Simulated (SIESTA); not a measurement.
FeO:

```xyz
2
Lattice="0.0000 2.1554 2.1554 2.1554 0.0000 2.1554 2.1554 2.1554 0.0000" Properties=species:S:1:pos:R:3 pbc="T T T"
Fe    0.0000    0.0000    0.0000
O     2.1554    2.1554    2.1554
```

Base run:

* Program: SIESTA 5.4.2
* Functional: LDA
* Potentials or basis: PseudoDojo 0.4 standard (LDA files)
* Basis: DZP (energy shift 0.002 Ry)
* Grid cutoff: 800 Ry
* Energy shift: 0.002 Ry
* k mesh: 9 × 9 × 9
* Occupations: fermi-dirac, width 0.05 eV
* Spin: collinear spin, ferromagnetic start
* Starting moments: [3.0, 0.0] μB

Its results: band gap on the k mesh none (metal or under the smearing width); pressure -14.6 GPa; net moment 4.00 μB per cell; site moments Fe +3.66; O +0.34 μB.

Task: The run is repeated on the same cell with these changes: basis from DZP (energy shift 0.002 Ry) to DZ (energy shift 0.002 Ry); hubbard terms from none to Fe d U = 6 eV. What comes out?

Result: Band gap on the k mesh none (metal or under the smearing width); pressure -13.5 GPa; net moment 4.00 μB per cell; site moments Fe +3.80; O +0.21 μB.

Several settings changed at once, so the effect can't be laid on one alone.

Caveats: semicore shells carry a single zeta, which can move pressures by several GPa and volumes by a few percent; the basis of atomic orbitals isn't converged, which shifts pressures, moduli and gaps; a cell with one magnetic atom can't hold antiferromagnetic order, which such compounds often take; semilocal functionals often make such compounds metallic where correlation or magnetic order opens a gap, which also shifts bond lengths (some runs); the basis has no polarisation orbitals (some runs).
